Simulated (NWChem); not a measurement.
**C3H5F (SMILES C=CCF): B3LYP/6-311+G(d,p) (density fitting with weigend coulomb fitting)**

What is the electronic atomisation energy of C3H5F at B3LYP/6-311+G** (density fitting with weigend coulomb fitting)? 

The results are computed with NWChem 7.3.0.

## Step 1: The system as given

C3H5F has 9 atoms, charge 0, and is taken as a singlet. SMILES: `C=CCF`. The coordinates come from a PBE0-D4/def2-TZVP relaxation. This is one conformer, not always the lowest.

Bond lengths: C1–C2 1.324 Å, C2–C3 1.486 Å, C3–F4 1.387 Å, C1–H5 1.084 Å, C1–H6 1.086 Å, C2–H7 1.087 Å, C3–H8 1.096 Å, C3–H9 1.094 Å. Some angles: C1–C2–C3 123.6°, C2–C3–F4 110.3°, C1–C2–H7 120.6°, C3–C2–H7 115.9°, C2–C1–H5 121.7°, C2–C1–H6 121.3°, C2–C3–H8 111.1°, C2–C3–H9 111.2°, F4–C3–H8 106.9°, F4–C3–H9 108.2°.

## Step 2: A single-point energy at B3LYP/6-311+G(d,p) (density fitting with weigend coulomb fitting) (run 1)

The input, c3h5f.nw:

```
start c3h5f
title "C3H5F"
memory 2200 mb

geometry units angstrom noautosym nocenter noautoz
  C    -0.578000    1.122500   -0.608000
  C     0.352500    0.215400   -0.353400
  C     0.200500   -0.852800    0.668500
  F     0.430500   -2.098200    0.102300
  H    -0.422500    1.909200   -1.336700
  H    -1.531700    1.114000   -0.089100
  H     1.299800    0.230700   -0.886500
  H     0.929800   -0.730800    1.477200
  H    -0.806800   -0.852300    1.094700
end

basis spherical bse
  C library 6-311+G**
  F library 6-311+G**
  H library 6-311+G**
end

basis "cd basis" spherical
  C library "weigend coulomb fitting"
  F library "weigend coulomb fitting"
  H library "weigend coulomb fitting"
end

dft
  xc b3lyp
  mult 1
  grid fine
  convergence energy 1e-08
  iterations 100
  mulliken
  print low
end

task dft energy
```

Run with:

```
nwchem c3h5f.nw > c3h5f.out
```

What it wrote:

```text
[...]
 d= 0,ls=0.0,diis     1   -217.1393812971 -3.32D+02  8.04D-03  7.96D-01     2.8
[...]
 d= 0,ls=0.0,diis    10   -217.2086383628 -6.09D-09  3.08D-07  4.03D-09    19.7
         Total DFT energy =     -217.208638362812
      One electron energy =     -523.110174695703
           Coulomb energy =      219.936882692554
    Exchange-Corr. energy =      -28.615962905757
 Nuclear repulsion energy =      114.580616546095
[...]
      Total Density - Mulliken Population Analysis
     ---------------------------------------------
    Atom       Charge   Shell Charges
 -----------   ------   -------------------------------------------------------
    1 C    6     6.29   1.10  0.89  0.65  0.77  1.43  0.47  0.85  0.02  0.07  0.04
    2 C    6     5.93   1.10  0.89  0.65  0.77  1.46  0.45  0.79 -0.24 -0.00  0.06
    3 C    6     6.30   1.10  0.89  0.62  0.77  1.48  0.38  0.66  0.23  0.05  0.11
    4 F    9     9.18   1.08  0.92  1.18  1.09  2.34  0.88  1.69 -0.05  0.06  0.00
    5 H    1     0.86   0.28  0.48  0.08  0.03
    6 H    1     0.87   0.28  0.48  0.09  0.03
    7 H    1     0.86   0.28  0.48  0.08  0.02
    8 H    1     0.85   0.28  0.48  0.07  0.02
    9 H    1     0.86   0.28  0.48  0.08  0.02
[...]
```

Run time: 20 s. Hardware: 1 thread of AMD EPYC 9R14 (Zen 4), shared host; peak memory 0.13 GiB.

## Step 3: The C atom, same level (run 2)

The input, c.nw:

```
start c
title "C B3LYP"
memory total 2200 mb
charge 0

geometry units angstroms noautosym nocenter noautoz
C        0.000000       0.000000       0.000000
end

basis "ao basis" spherical bse
* library 6-311+G**
end

basis "cd basis" spherical
* library "weigend coulomb fitting"
end

dft
xc b3lyp
mult 3
grid fine
convergence energy 1e-08
maxiter 100
mulliken
print low
end

task dft energy
```

Run the same way, it converges to -37.85727 Eh (log not shown).

## Step 4: The F atom at the same level (run 3)

The input, f.nw:

```
start f
title "F"
memory total 2200 mb
charge 0

geometry noautosym nocenter noautoz
   F      0.000000     0.000000     0.000000
end

basis spherical bse
   * library 6-311+G**
end

basis "cd basis" spherical
   * library "weigend coulomb fitting"
end

dft
   xc b3lyp
   mult 2
   grid fine
   convergence energy 1e-08
   iterations 100
   mulliken
   print low
end

task dft
```

Run the same way, it converges to -99.76060 Eh (log not shown).

## Step 5: The H atom at the same level (run 4)

The input, h.nw:

```
echo
start h
title "H"
memory stack 880 mb heap 220 mb global 1100 mb

geometry units bohr noautosym nocenter noautoz
 H    0.00000000   0.00000000   0.00000000
end

basis spherical bse
 H library 6-311+G**
end

basis "cd basis" spherical
 H library "weigend coulomb fitting"
end

dft
 xc b3lyp
 mult 2
 grid fine
 convergence energy 1e-08
 iterations 100
 mulliken
 print low
end

task dft
```

Run the same way, it converges to -0.50216 Eh (log not shown).

## Step 6: Overview of the runs

| run | level | partner | energy (Eh) | wall time |
| --- | --- | --- | --- | --- |
| 1 | B3LYP/6-311+G** (density fitting with weigend coulomb fitting) | base | -217.208638 | 20 s |
| 2 | UB3LYP/6-311+G** (density fitting with weigend coulomb fitting) | atoms | -37.857273 | 0.86 s |
| 3 | UB3LYP/6-311+G** (density fitting with weigend coulomb fitting) | atoms | -99.760603 | 0.84 s |
| 4 | UB3LYP/6-311+G** (density fitting with weigend coulomb fitting) | atoms | -0.502157 | 0.64 s |

## Step 7: Results

At B3LYP/6-311+G** (density fitting with weigend coulomb fitting):

| quantity | value |
| --- | --- |
| H atom: total energy | -0.50216 Eh |
| H atom: ⟨S²⟩ | 0.750 |
| electronic atomisation energy | 37.155 eV |

Taking the molecule apart into free atoms costs 37.16 eV (3585 kJ/mol), before zero-point energy and without spin-orbit coupling. All runs together took 23 s, the longest 20 s.
